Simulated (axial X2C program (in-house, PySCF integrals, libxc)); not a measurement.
# All-electron X2C curves of MoH⁺

Aim: find the lowest determinant of MoH⁺, scan the bond at several levels and fit the constants, once spin-free and once with spin–orbit coupling.

Method: all-electron X2C, Mo dyall-cv3z, H dyall-v3z; program: an in-house X2C program for linear molecules on PySCF integrals.

All values are calculated.

## 1. Input

File task.json:

```json
{
 "zs": [
  42,
  1
 ],
 "q": 1,
 "bas": [
  "dyall-cv3z",
  "dyall-v3z"
 ],
 "levels": [
  "PBE0",
  "HF",
  "M06"
 ],
 "cc": true,
 "r0": 1.7,
 "thr": -2.0,
 "nmax": 90,
 "npts": 10,
 "nst": 2,
 "ntry": 6
}
```

Keys: zs atomic numbers; q charge; bas basis sets; levels methods (HF also brings MP2); cc coupled cluster on or off; r0 starting distance in Å; thr threshold in hartree for freezing inner shells (an s shell follows its p shell); nmax most natural virtual spinors; npts points asked for on the curve; nst determinants followed; ntry starts of the search.

Run with:

```
$ python so2c.py task.json out
```

Spin-free means the one-electron spin-free X2C Hamiltonian; two-component (2c) means X2C with spin–orbit coupling and atomic mean-field two-electron Coulomb and Gaunt terms. Basis: Mo dyall-cv3z contracted to [11s12p9d5f3g], H dyall-v3z contracted to [6s2p1d]; Gaussian nuclei, density fitting. Masses: Mo 97.905 u, H 1.008 u.

Notation: σ, π±, δ± give the projection m of an orbital's angular momentum (0, ±1, ±2), α and β its spin, Λ and M_S the sums; ω is the projection of a spinor's total angular momentum and Ω the sum. Logs are in hartree.

The results follow Hamiltonian by Hamiltonian and level by level.

## 2. Which state to follow

Determinants are compared with PBE0 at 1.700 Å.

Spin-free determinants:

```csv
ΔE (eV),state,open shells
0.00,"M_S = 2, Λ = 0","beyond closed shells: π+α, π-α, δ+α, δ-α"
1.08,"M_S = 2, Λ = 1","beyond closed shells: σα, π+α, δ+α, δ-α"
1.24,"M_S = 2, Λ = 2","beyond closed shells: σα, π+α, π-α, δ+α"
2.24,"M_S = 3, Λ = 0","beyond closed shells: 2 × σα, π+α, π-α, δ+α, δ-α"
2.34,"M_S = 1, Λ = 2","beyond closed shells: σβ, π+α, π-α, δ+α"
2.51,"M_S = 1, Λ = 1","beyond closed shells: σβ, π+α, δ+α, δ-α"
2.65,"M_S = 1, Λ = 1","beyond closed shells: π-α, δ+α, δ+β, δ-α"
```

Two-component determinants:

```json
{"ΔE (eV)": "0.00", "state": "Ω = 2", "open shells": "excess of +ω over −ω: ω = -1/2, ω = 5/2"}
{"ΔE (eV)": "1.04", "state": "Ω = 1", "open shells": "excess of +ω over −ω: ω = -3/2, ω = 5/2"}
{"ΔE (eV)": "1.13", "state": "Ω = 3", "open shells": "excess of +ω over −ω: ω = 1/2, ω = 5/2"}
{"ΔE (eV)": "1.33", "state": "Ω = 4", "open shells": "excess of +ω over −ω: ω = 3/2, ω = 5/2"}
{"ΔE (eV)": "1.69", "state": "Ω = 1", "open shells": "excess of +ω over −ω: ω = -1/2, ω = 3/2"}
{"ΔE (eV)": "1.86", "state": "Ω = 5", "open shells": "excess of +ω over −ω: ω = -1/2, 2 × ω = 3/2, ω = 5/2"}
{"ΔE (eV)": "1.97", "state": "Ω = 1", "open shells": "excess of +ω over −ω: ω = 1/2, 2 × ω = 3/2, ω = -5/2"}
```

## 3. PBE0, spin-free

State followed: M_S = 2, Λ = 0 (beyond closed shells: π+α, π-α, δ+α, δ-α). The scan is laid around 1.667 Å, a first estimate of the minimum, and this SCF restarts from the orbitals of the search.

The SCF at the reference distance of 1.667 Å:

```text
spin-free X2C-1e  PBE0
basis functions 171  fitting functions 777  grid points 5073
iter        total energy     max residual
   1      -4047.182250117     5.80e+00
   2      -4048.356222748     2.82e-01
   3      -4048.395444439     4.94e-02
   4      -4048.397198557     4.74e-02
   5      -4048.398630896     7.98e-03
   6      -4048.398677674     4.96e-03
   7      -4048.398749896     2.44e-03
   8      -4048.398751351     2.47e-04
   9      -4048.398751709     2.45e-04
  10      -4048.398751792     4.62e-05
  11      -4048.398751806     1.89e-05
  12      -4048.398751810     1.11e-05
converged
one-electron -5600.05027067  Coulomb 1663.02700290  exact exchange -30.70584268  xc functional -94.00224057  nuclear repulsion 13.33259920
```

Along the bond, energies from the lowest point:

```tsv
R (Å)	E (eV)	μ (D)	HOMO (eV)	LUMO (eV)	iterations
1.450	0.4376	-1.59	-13.30	-9.76	32
1.517	0.1888	-1.69	-13.38	-9.81	27
1.567	0.0772	-1.75	-13.43	-9.85	23
1.617	0.0174	-1.80	-13.48	-9.88	19
1.667	0.0000	-1.84	-13.53	-9.92	12
1.725	0.0228	-1.88	-13.58	-9.96	18
1.784	0.0821	-1.90	-13.61	-10.00	15
1.859	0.1975	-1.89	-13.64	-10.04	15
1.950	0.3772	-1.84	-13.65	-10.08	14
2.084	0.6688	-1.63	-13.59	-10.09	14
```

Dipoles are positive if H is the positive end and refer to the centre of mass.

Outer orbitals at the reference distance:

```
symmetry  occupied  ε (eV)             atomic character
      σα       yes  -15.18  45% Mo d, 40% H s, 10% Mo s
      σβ       yes  -14.77  52% H s, 30% Mo d, 11% Mo s
     π+α       yes  -13.66             97% Mo d, 2% H p
     π-α       yes  -13.66             97% Mo d, 2% H p
     δ-α       yes  -13.53                    100% Mo d
     δ+α       yes  -13.53                    100% Mo d
      σα        no   -9.92  54% Mo s, 34% Mo d, 11% H s
      σβ        no   -7.92   48% Mo s, 43% Mo d, 9% H s
     π-β        no   -7.54             96% Mo d, 4% H p
     π+β        no   -7.54             96% Mo d, 4% H p
```

PBE0 fields in the half plane through the axis: z from -2.4 to 3.9 Å across, distance from the axis 0.15 to 2.25 Å upwards; Mo lies at z = 0 and H at z = 1.667 Å; the ELF is damped to zero where the density is low.

log10 density (e/bohr³). Ten even steps from ' ' (-5.88 ) to '@' (1.66 ):
```
....::::::::------------::::::::::....      
..::::------------------------::::::....    
..::------==================------::::....  
::::----====++++++++++==========----::::....
::----====++++******++++++++++====----::::..
::----==++++****##******++++++++====--::::..
::--====++**##########********++++==----::..
::--====++**##%%@@%%##**********++==----::..
```

ELF. Ten even steps from '0' (0.00 ) to '9' (1.00 ):
```
0000000000000000000000
0000000000000000000000
0000011000001122100000
0001122111112467620000
0001234333224799971000
0001246677536999995000
0000147637637999998100
0000147252648999999200
```

Re = 1.665 Å, ωe = 1943 cm⁻¹, ωexe = 34.5 cm⁻¹, Be = 6.093 cm⁻¹, De = 1.86 eV, μ = -1.84 D.

## 4. HF, spin-free

The SCF at the reference distance of 1.667 Å:

```text
spin-free X2C-1e  HF
basis functions 171  fitting functions 777  grid points 5073
iter        total energy     max residual
   1      -4046.514039275     3.89e-01
   2      -4046.532536603     9.60e-03
   3      -4046.534023238     2.58e-02
   4      -4046.534407842     6.95e-03
   5      -4046.534488967     1.76e-03
   6      -4046.534514326     2.19e-03
   7      -4046.534529393     8.63e-04
   8      -4046.534539269     5.61e-04
   9      -4046.534543762     6.26e-04
  10      -4046.534544744     2.35e-04
  11      -4046.534544870     2.91e-05
  12      -4046.534544891     3.53e-05
  13      -4046.534544896     1.94e-05
  14      -4046.534544897     1.94e-06
converged
one-electron -5599.29973241  Coulomb 1662.32401063  exact exchange -122.89142231  xc functional 0.00000000  nuclear repulsion 13.33259920
```

Re = 1.710 Å, ωe = 1820 cm⁻¹, ωexe = 81.7 cm⁻¹, Be = 5.782 cm⁻¹, De = 0.629 eV, μ = -2.61 D.

## 5. M06, spin-free

The SCF at the reference distance of 1.667 Å:

```text
spin-free X2C-1e  M06
basis functions 171  fitting functions 777  grid points 5073
iter        total energy     max residual
   1      -4048.716683856     3.04e-01
   2      -4048.720712659     2.84e-03
   3      -4048.720780921     4.57e-03
   4      -4048.720791586     7.62e-04
   5      -4048.720794397     1.09e-03
   6      -4048.720795206     4.19e-04
   7      -4048.720795359     1.56e-04
   8      -4048.720795393     3.10e-05
   9      -4048.720795394     5.13e-06
converged
one-electron -5600.04293766  Coulomb 1663.03406440  exact exchange -33.16683900  xc functional -91.87768233  nuclear repulsion 13.33259920
```

Re = 1.669 Å, ωe = 1939 cm⁻¹, ωexe = 28 cm⁻¹, Be = 6.068 cm⁻¹, De = 2.02 eV, μ = -1.92 D.

## 6. Correlated methods, spin-free

Correlated methods: 14 electrons correlated (frozen shells, counted by type: Mo 3 s, 2 p, 1 d; H none), 226 virtual spinors in MP2, 90 natural virtuals in coupled cluster.

Output of the correlated part at 1.667 Å:

```text
correlated 14  virtual 226  natural virtual 90  E(MP2) -0.387366880  MP2 remainder -0.013875073
iter   CCSD correlation   residual
   1     -0.378688700   8.75e-02
   2     -0.385671482   3.76e-02
   3     -0.387491383   1.93e-02
   4     -0.387687584   9.09e-03
   5     -0.387846501   3.49e-03
   6     -0.387894834   1.53e-03
   7     -0.387901262   5.75e-04
   8     -0.387900392   1.91e-04
   9     -0.387899324   6.03e-05
  10     -0.387900055   2.12e-05
  11     -0.387900233   6.33e-06
  12     -0.387900289   2.35e-06
  13     -0.387900311   1.05e-06
  14     -0.387900314   4.45e-07
(T) -0.011313699  T1 0.0271  D1 0.0944  max T2 0.099
```

T1 in the output is the amplitude norm over the root of the electron number; divide by √2 for the Lee–Taylor value.

MP2: No constants are quoted: the reference is strongly spin-contaminated.

CCSD: Re = 1.667 Å, ωe = 1967 cm⁻¹, Be = 6.082 cm⁻¹, De = 1.79 eV. T1 at Re = 0.019 (Lee–Taylor, the printed value over √2).

CCSD(T): Re = 1.667 Å, ωe = 1964 cm⁻¹, Be = 6.081 cm⁻¹, De = 1.85 eV. T1 at Re = 0.019 (Lee–Taylor, the printed value over √2).

## 7. A higher determinant, spin-free

State: M_S = 2, Λ = 1 (beyond closed shells: σα, π+α, δ+α, δ-α).

Output at the reference distance:

```text
spin-free X2C-1e  PBE0
basis functions 171  fitting functions 777  grid points 5073
iter        total energy     max residual
   1      -4047.158012371     5.35e+00
   2      -4048.322466094     2.27e-01
   3      -4048.355589167     4.33e-02
   4      -4048.357380946     3.17e-02
   5      -4048.358162803     5.73e-03
   6      -4048.358173687     1.53e-03
   7      -4048.358188688     1.88e-03
   8      -4048.358189789     3.12e-04
   9      -4048.358189986     1.09e-04
  10      -4048.358190025     1.99e-05
  11      -4048.358190027     6.44e-06
converged
one-electron -5597.26043277  Coulomb 1660.16097984  exact exchange -30.67780671  xc functional -93.91352958  nuclear repulsion 13.33259920
```

```tsv
R (Å)	E above the lowest PBE0 point (eV)
1.450	1.700
1.517	1.397
1.567	1.248
1.617	1.153
1.667	1.104
1.725	1.093
1.784	1.122
1.859	1.206
1.950	1.360
```

Re = 1.710 Å, ωe = 1851 cm⁻¹, ωexe = 25.8 cm⁻¹, Be = 5.777 cm⁻¹, μ = -2.11 D. Te = 1.09 eV.

## 8. The spin-free curves together

Energy (eV) of the followed determinant, spin-free, from each level's lowest point:

```tsv
R (Å)	PBE0	HF	MP2 (spin-contaminated)	CCSD	CCSD(T)	M06
1.450	0.438	0.595	0.377	n/a	n/a	0.445
1.517	0.189	0.297	0.147	0.196	0.196	0.195
1.567	0.077	0.150	0.049	0.081	0.081	0.082
1.617	0.017	0.058	0.003	0.019	0.019	0.020
1.667	0.000	0.010	0.000	0.000	0.000	0.000
1.725	0.023	0.000	0.040	0.022	0.022	0.020
1.784	0.082	0.028	0.117	0.084	0.083	0.078
1.859	0.197	0.101	0.258	0.207	0.206	0.194
1.950	0.377	0.214	0.483	n/a	n/a	0.380
2.084	0.669	0.342	0.820	n/a	n/a	0.692
```

## 9. PBE0, 2c

State followed: Ω = 2 (excess of +ω over −ω: ω = -1/2, ω = 5/2). The scan is laid around 1.667 Å, a first estimate of the minimum, and this SCF restarts from the orbitals of the search.

Output at 1.667 Å:

```text
two-component X2C + atomic mean field  PBE0
basis functions 171  fitting functions 777  grid points 5073
iter        total energy     max residual
   1      -4045.572939937     5.80e+00
   2      -4046.752129594     2.62e-01
   3      -4046.791226555     4.24e-02
   4      -4046.792979796     4.46e-02
   5      -4046.794385529     6.58e-03
   6      -4046.794430688     4.43e-03
   7      -4046.794502654     2.20e-03
   8      -4046.794504115     1.97e-04
   9      -4046.794504474     2.15e-04
  10      -4046.794504557     4.40e-05
  11      -4046.794504570     1.89e-05
  12      -4046.794504574     8.99e-06
converged
one-electron -5595.76966826  Coulomb 1662.18929947  exact exchange -30.69087533  xc functional -93.95710554  nuclear repulsion 13.33259920  atomic mean-field constant -1.89875411
```

Along the bond, energies from the lowest point:

```tsv
R (Å)	E (eV)	μ (D)	HOMO (eV)	LUMO (eV)	iterations
1.450	0.4370	-1.59	-13.22	-9.76	32
1.517	0.1884	-1.69	-13.30	-9.81	28
1.567	0.0770	-1.75	-13.35	-9.85	24
1.617	0.0173	-1.80	-13.40	-9.88	19
1.667	0.0000	-1.84	-13.45	-9.92	12
1.725	0.0228	-1.87	-13.49	-9.96	19
1.784	0.0821	-1.89	-13.53	-10.00	15
1.859	0.1973	-1.89	-13.56	-10.04	15
1.950	0.3767	-1.83	-13.57	-10.08	14
2.084	0.6677	-1.62	-13.50	-10.09	14
```

Dipoles are positive if H is the positive end and refer to the centre of mass.

Outer spinors at the reference distance:

```tsv
ω	occupied	ε (eV)	atomic character	λ mixture
1/2	yes	-15.19	45% Mo d, 40% H s, 10% Mo s	100% σ
-1/2	yes	-14.78	52% H s, 30% Mo d, 10% Mo s	100% σ
-1/2	yes	-13.70	96% Mo d, 2% H p	100% π
-3/2	yes	-13.62	100% Mo d	100% δ
3/2	yes	-13.62	97% Mo d, 2% H p	100% π
5/2	yes	-13.45	100% Mo d	100% δ
1/2	no	-9.92	54% Mo s, 34% Mo d, 11% H s	100% σ
-1/2	no	-7.92	48% Mo s, 43% Mo d, 9% H s	100% σ
1/2	no	-7.59	93% Mo d, 4% H p	97% π, 3% σ
-3/2	no	-7.51	96% Mo d, 4% H p	100% π
```

PBE0 fields in the half plane through the axis: z from -2.4 to 3.9 Å across, distance from the axis 0.15 to 2.25 Å upwards; Mo lies at z = 0 and H at z = 1.667 Å; the ELF is damped to zero where the density is low.

log10 density (e/bohr³). Ten even steps from '0' (-5.88 ) to '9' (1.66 ):
```
1122223333332222211000
1223333333333332221100
1233344444444433322110
2233445555544444332211
2334455666555554433221
2334556676665555443221
2344567777766665543321
2344567898766666543321
```

ELF. Ten even steps from ' ' (0.00 ) to '@' (1.00 ):
```
                                            
                                            
          ....          ....::::..          
      ....::::..........::==**##**::        
      ..::--==------::::==##@@@@@@##..      
      ..::==**######++--**@@@@@@@@@@++      
        ..==##**--##**--##@@@@@@@@@@%%..    
        ..==##::++::**==%%@@@@@@@@@@@@::    
```

Re = 1.665 Å, ωe = 1942 cm⁻¹, ωexe = 34.6 cm⁻¹, Be = 6.093 cm⁻¹, De = 1.85 eV, μ = -1.84 D.

## 10. HF, 2c

Output at 1.667 Å:

```text
two-component X2C + atomic mean field  HF
basis functions 171  fitting functions 777  grid points 5073
iter        total energy     max residual
   1      -4044.910025009     3.89e-01
   2      -4044.928523556     9.54e-03
   3      -4044.930009691     2.58e-02
   4      -4044.930395943     7.03e-03
   5      -4044.930479062     1.79e-03
   6      -4044.930505320     2.23e-03
   7      -4044.930520944     8.88e-04
   8      -4044.930531062     5.66e-04
   9      -4044.930535652     6.29e-04
  10      -4044.930536670     2.39e-04
  11      -4044.930536812     3.17e-05
  12      -4044.930536841     4.42e-05
  13      -4044.930536851     2.70e-05
  14      -4044.930536853     3.57e-06
  15      -4044.930536854     4.40e-06
  16      -4044.930536854     3.81e-06
  17      -4044.930536854     1.00e-06
converged
one-electron -5595.02140651  Coulomb 1661.48868244  exact exchange -122.83165786  xc functional 0.00000000  nuclear repulsion 13.33259920  atomic mean-field constant -1.89875411
```

Re = 1.710 Å, ωe = 1818 cm⁻¹, ωexe = 83.4 cm⁻¹, Be = 5.782 cm⁻¹, De = 0.624 eV, μ = -2.61 D.

## 11. M06, 2c

Output at 1.667 Å:

```text
two-component X2C + atomic mean field  M06
basis functions 171  fitting functions 777  grid points 5073
iter        total energy     max residual
   1      -4047.112707646     3.03e-01
   2      -4047.116767851     2.85e-03
   3      -4047.116841493     4.77e-03
   4      -4047.116854818     8.72e-04
   5      -4047.116858146     1.14e-03
   6      -4047.116859149     4.57e-04
   7      -4047.116859322     1.66e-04
   8      -4047.116859368     3.40e-05
   9      -4047.116859370     5.81e-06
converged
one-electron -5595.76368378  Coulomb 1662.19770702  exact exchange -33.15066232  xc functional -91.83406537  nuclear repulsion 13.33259920  atomic mean-field constant -1.89875411
```

Re = 1.669 Å, ωe = 1938 cm⁻¹, ωexe = 28 cm⁻¹, Be = 6.068 cm⁻¹, De = 2.02 eV, μ = -1.92 D.

## 12. MP2 and beyond, 2c

Correlated methods: 14 electrons correlated (frozen shells, counted by type: Mo 3 s, 2 p, 1 d; H none), 226 virtual spinors in MP2, 90 natural virtuals in coupled cluster.

Output of the correlated part at 1.667 Å:

```text
correlated 14  virtual 226  natural virtual 90  E(MP2) -0.387462276  MP2 remainder -0.014055109
iter   CCSD correlation   residual
   1     -0.378523061   8.75e-02
   2     -0.385495077   3.77e-02
   3     -0.387324542   1.94e-02
   4     -0.387525421   9.16e-03
   5     -0.387688163   3.55e-03
   6     -0.387738146   1.56e-03
   7     -0.387744775   5.88e-04
   8     -0.387743897   2.00e-04
   9     -0.387742782   6.76e-05
  10     -0.387743561   2.84e-05
  11     -0.387743774   1.38e-05
  12     -0.387743837   8.15e-06
  13     -0.387743841   4.32e-06
(T) -0.011319592  T1 0.0272  D1 0.0947  max T2 0.090
```

MP2: No constants are quoted: the reference is strongly spin-contaminated.

CCSD: Re = 1.667 Å, ωe = 1966 cm⁻¹, Be = 6.081 cm⁻¹, De = 1.78 eV. T1 at Re = 0.019 (Lee–Taylor, the printed value over √2).

CCSD(T): Re = 1.667 Å, ωe = 1963 cm⁻¹, Be = 6.08 cm⁻¹, De = 1.85 eV. T1 at Re = 0.019 (Lee–Taylor, the printed value over √2).

## 13. A higher determinant, 2c

State: Ω = 1 (excess of +ω over −ω: ω = -3/2, ω = 5/2).

Output at the reference distance:

```text
two-component X2C + atomic mean field  PBE0
basis functions 171  fitting functions 777  grid points 5073
iter        total energy     max residual
   1      -4045.550211784     5.36e+00
   2      -4046.719713395     2.11e-01
   3      -4046.752789355     3.74e-02
   4      -4046.754587519     3.05e-02
   5      -4046.755374925     4.75e-03
   6      -4046.755385761     1.44e-03
   7      -4046.755401748     1.64e-03
   8      -4046.755402858     2.51e-04
   9      -4046.755403067     9.94e-05
  10      -4046.755403113     1.74e-05
  11      -4046.755403117     6.33e-06
converged
one-electron -5593.00414158  Coulomb 1659.34668330  exact exchange -30.66294813  xc functional -93.86884179  nuclear repulsion 13.33259920  atomic mean-field constant -1.89875411
```

```tsv
R (Å)	E above the lowest PBE0 point (eV)
1.450	1.660
1.517	1.358
1.567	1.208
1.617	1.114
1.667	1.064
1.725	1.053
1.784	1.082
1.859	1.165
1.950	1.319
```

Re = 1.711 Å, ωe = 1850 cm⁻¹, ωexe = 25.7 cm⁻¹, Be = 5.775 cm⁻¹, μ = -2.11 D. Te = 1.05 eV.

## 14. The 2c curves together

Energy (eV) of the followed determinant, 2c, from each level's lowest point:

```tsv
R (Å)	PBE0	HF	MP2 (spin-contaminated)	CCSD	CCSD(T)	M06
1.450	0.437	0.594	0.377	n/a	n/a	0.444
1.517	0.188	0.296	0.147	0.196	0.196	0.195
1.567	0.077	0.150	0.049	0.081	0.081	0.082
1.617	0.017	0.058	0.003	0.019	0.019	0.020
1.667	0.000	0.010	0.000	0.000	0.000	0.000
1.725	0.023	0.000	0.040	0.022	0.022	0.020
1.784	0.082	0.028	0.117	0.083	0.083	0.078
1.859	0.197	0.101	0.258	0.207	0.206	0.194
1.950	0.377	0.213	0.483	n/a	n/a	0.379
2.084	0.668	0.340	0.818	n/a	n/a	0.691
```

Time for the job: 3.1 min (1 thread of Arm Neoverse V1, shared host); peak memory 0.86 GiB.

## 15. What came out

Lowest determinant that the search found at its distance, spin-free: M_S = 2, Λ = 0 (beyond closed shells: π+α, π-α, δ+α, δ-α).

Lowest determinant that the search found at its distance, 2c: Ω = 2 (excess of +ω over −ω: ω = -1/2, ω = 5/2).

```tsv
Hamiltonian	level	Re (Å)	ωe (cm⁻¹)	De (eV)	μ (D)
spin-free	PBE0	1.665	1943	1.86	-1.84
spin-free	HF	1.710	1820	0.629	-2.61
spin-free	CCSD	1.667	1967	1.79	n/a
spin-free	CCSD(T)	1.667	1964	1.85	n/a
spin-free	M06	1.669	1939	2.02	-1.92
2c	PBE0	1.665	1942	1.85	-1.84
2c	HF	1.710	1818	0.624	-2.61
2c	CCSD	1.667	1966	1.78	n/a
2c	CCSD(T)	1.667	1963	1.85	n/a
2c	M06	1.669	1938	2.02	-1.92
```

Dipoles are positive if H is the positive end and refer to the centre of mass. No constants: spin-free MP2 (the reference is strongly spin-contaminated); 2c MP2 (the reference is strongly spin-contaminated).

Time per point (s) on 1 thread of Arm Neoverse V1, shared host (2c runs; CCSD comes with the CCSD(T) run); the times are rough: PBE0 0.78, HF 0.54, CCSD(T) 6.2, M06 1.2.

In words: At CCSD(T), going from spin-free to two-component changes Re by 0 mÅ, ωe by 0.0 %; the spin-free picture holds up (part of it comes from the scalar share of the two-electron terms). De moves by -0.01 eV; both De rest on single-determinant atoms, which can miss part of an open shell's spin–orbit lowering.

De refers to Mo+ + H, each in the lowest determinant found, which need not be this curve's own limit. The state is a single determinant with fixed occupations, the lowest that a limited PBE0 search found. Dissociation energies refer to the lowest single-determinant-based atoms at the same level and basis. Density functionals use the spin component along the axis (collinear). Coupled cluster ran in a truncated set of natural virtual spinors; the MP2 energy of the rest was added. The meta-GGAs lack a current-density term, which matters for open shells with orbital currents, atoms included. With several unpaired electrons one determinant need not be a pure state. The spin-free determinant is spin-contaminated at some levels.
